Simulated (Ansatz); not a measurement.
C₂H₆OSn, SMILES C=[C](O)[SnH3], a single point in a Gaussian basis

Program: Ansatz 0.2.0, Python API.

Input file `c2h6osn.xyz`:
```text
10

C    -0.71680    1.14370   -0.93140
C     0.19540    0.36810   -0.54120
O     1.37810    0.33920   -1.23510
Sn   -0.04610   -0.90630    1.11220
H    -0.60980    1.83290   -1.81150
H    -1.71560    1.22980   -0.42740
H     2.17650   -0.28720   -0.92410
H    -0.79260   -2.39830    0.54900
H    -1.19990   -0.12540    2.29380
H     1.41400   -1.24760    1.91860
```

Typed at the interpreter:
```pycon
>>> import ansatz as az
>>> import numpy as np
>>> BASIS_SET = 'def2-SVP'
>>> FUNCTIONAL = 'b3lyp'
>>> mol = az.Crystal.molecule_from_extxyz('c2h6osn.xyz')
>>> model = mol.calculation().basis(gaussian=BASIS_SET).functional(FUNCTIONAL).forces()
>>> data = model.session().plan(threads=1).execute().report
>>> print(f'E = {data["free_energy_ev"]:.6f} eV = {data["free_energy_ev"] / 27.211386246:.7f} Ha')
E = -10046.592097 eV = -369.2054497 Ha
>>> print('converged:', data['converged'], ' doubts:', data['published_state_doubts'] or 'none')
converged: True  doubts: none
>>> state = data['mean_field']['state']
>>> print(f'mean field: {state["energy"]["hartree"]:.7f} Ha, <S^2> = {abs(state["spin_squared"]):.4f}, stability: {state.get("stability", {}).get("kind")}')
mean field: -369.2054497 Ha, <S^2> = 0.0000, stability: minimum
>>> symbols = [site.symbol for site in mol.cartesian_sites]
>>> print('forces (eV/A)')
forces (eV/A)
>>> for symbol, f in zip(symbols, data['forces_ev_ang']):
...     print(f'  {symbol:2s} {f[0]:9.4f} {f[1]:9.4f} {f[2]:9.4f}')
...
  C    -5.3820    4.4279   -1.9952
  C     4.7992   -3.2290    1.2129
  O     3.0521   -1.6245    0.1568
  Sn   -1.6052   -0.5131    1.3312
  H     0.1334   -0.6273    0.5758
  H     0.8991   -0.1937   -0.2770
  H    -3.1889    1.9717   -0.5170
  H     0.2668    0.3296    0.2170
  H     0.7379   -0.5038   -0.7344
  H     0.2876   -0.0378    0.0299
>>> charges = data['charge_distribution']
>>> dipole = np.array(charges['dipole_moment_e_ang']) * 4.803205
>>> print('dipole (D): {:.3f} {:.3f} {:.3f}, length {:.3f}'.format(*dipole, np.linalg.norm(dipole)))
dipole (D): 1.056 -0.784 0.494, length 1.405
>>> print('atom  Mulliken   Lowdin')
atom  Mulliken   Lowdin
>>> for symbol, m, l in zip(symbols, charges['mulliken_charges_e'], charges['lowdin_charges_e']):
...     print(f'{symbol:4s} {m:9.3f} {l:8.3f}')
...
C       -0.080   -0.087
C        0.022   -0.203
O       -0.285    0.092
Sn       0.347    0.312
H        0.025    0.019
H        0.034    0.029
H        0.225    0.079
H       -0.093   -0.080
H       -0.098   -0.075
H       -0.096   -0.085
```

Total energies depend on the basis set; only differences at equal settings carry meaning. The geometry is a force-field or estimated start, not a minimum of this method, and the basis set is short of its limit. def2 sets replace the cores of elements past krypton by effective core potentials. The Löwdin charges here are taken after orthogonalising the functions within each atom; they differ from plain Löwdin charges, and their signs can be unphysical. b3lyp holds the VWN-RPA fit, as in Gaussian; the form of ORCA and Turbomole is b3lyp5. Wall time of the script: 4.7 s on 1 thread of Intel(R) Xeon(R) Platinum 8488C (Sapphire Rapids), with other jobs on the host, peak memory 0.27 GiB.
